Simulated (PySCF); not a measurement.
# Ways to converge the SCF of SnF⁺

Aim: find out which solver settings change the answer for SnF⁺.

The runs use PySCF 2.14.0; each script names its method and basis.

3 further runs of the same task are left out: 1 for a known fault of the program, 2 that didn't finish.

## Step 1: Where the work starts

SnF⁺: 2 atoms, charge 1, spin multiplicity 1.

Bond lengths: Sn1–F2 1.859 Å.

## Step 2: The run that the others are compared with

Input file input.py:

```python
from pyscf import gto, scf, mp

mol = gto.M(
    atom='Sn 0 0 0; F 0 0 1.859',
    basis='ano-rcc-vdzp',
    charge=1,
    spin=0,
    verbose=3,
)
mf = scf.RHF(mol)
mf = mf.sfx2c1e()
mf.kernel()
mp.MP2(mf).kernel()
mf.dip_moment()
print('orbital energies (hartree):', mf.mo_energy[..., max(0, mol.nelec[1]-3):mol.nelec[0]+3].round(4))
```

Started as:

```bash
$ OMP_NUM_THREADS=1 python input.py
```

The log of this run is left out.

It gives: E(SCF) = -6273.059653 Eh, E(MP2) − E(SCF) = -0.66226 Eh.

The bond length is a typed value, not an optimised one. The dipole of an ion depends on the origin.

## Step 3: Smearing width 0.01 hartree

Edit 1 changes smearing width: none → 0.01 hartree; step after the SCF: mp2 → none.

Input file input.py:

```python
from pyscf import gto, scf

mol = gto.M(
    atom='Sn 0 0 0; F 0 0 1.859',
    basis='ano-rcc-vdzp',
    charge=1,
    spin=0,
    verbose=3,
)
mf = scf.RHF(mol)
mf = mf.sfx2c1e()
mf = scf.addons.smearing_(mf, sigma=0.01, method='fermi')
mf.kernel()
mf.dip_moment()
print('orbital energies (hartree):', mf.mo_energy[..., max(0, mol.nelec[1]-3):mol.nelec[0]+3].round(4))
```

Started as:

```bash
$ OMP_NUM_THREADS=1 python input.py
```

## Step 4: Initial guess core

Edit 2 changes initial guess: minao → core.

input.py, as its differences from that of step 2:

```diff
@@ -11,2 +11,3 @@
 mf = mf.sfx2c1e()
+mf.init_guess = 'core'
 mf.kernel()
```

## Step 5: Level shift 0.5 hartree

Edit 3 changes level shift: none → 0.5 hartree.

input.py, as its differences from that of step 2:

```diff
@@ -11,2 +11,3 @@
 mf = mf.sfx2c1e()
+mf.level_shift = 0.5
 mf.kernel()
```

## Step 6: DIIS space 20

Edit 4 changes DIIS space: default → 20.

input.py, as its differences from that of step 2:

```diff
@@ -11,2 +11,3 @@
 mf = mf.sfx2c1e()
+mf.diis_space = 20
 mf.kernel()
```

**Question.** What will these runs give? Wanted: for each run, E(SCF); from base; gap; after the SCF.

As calculated:

```csv
run,E(SCF) (hartree),from base (eV),gap (eV),after the SCF
base,-6273.059653,0,12.68,MP2 correlation -18.021 eV
smearing width 0.01 hartree,-6273.059653,0.0000,n/a,n/a
initial guess core,-6273.059653,0.0000,12.68,MP2 correlation -18.021 eV
level shift 0.5 hartree,-6273.059653,0.0000,12.68,MP2 correlation -18.021 eV
DIIS space 20,-6273.059653,0.0000,12.68,MP2 correlation -18.021 eV
```

In words: No change of the SCF energy comes from smearing width 0.01 hartree or initial guess core or level shift 0.5 hartree or DIIS space 20. PySCF falls back to minao for a guess that it doesn't know or can't read, so that run repeats the base.
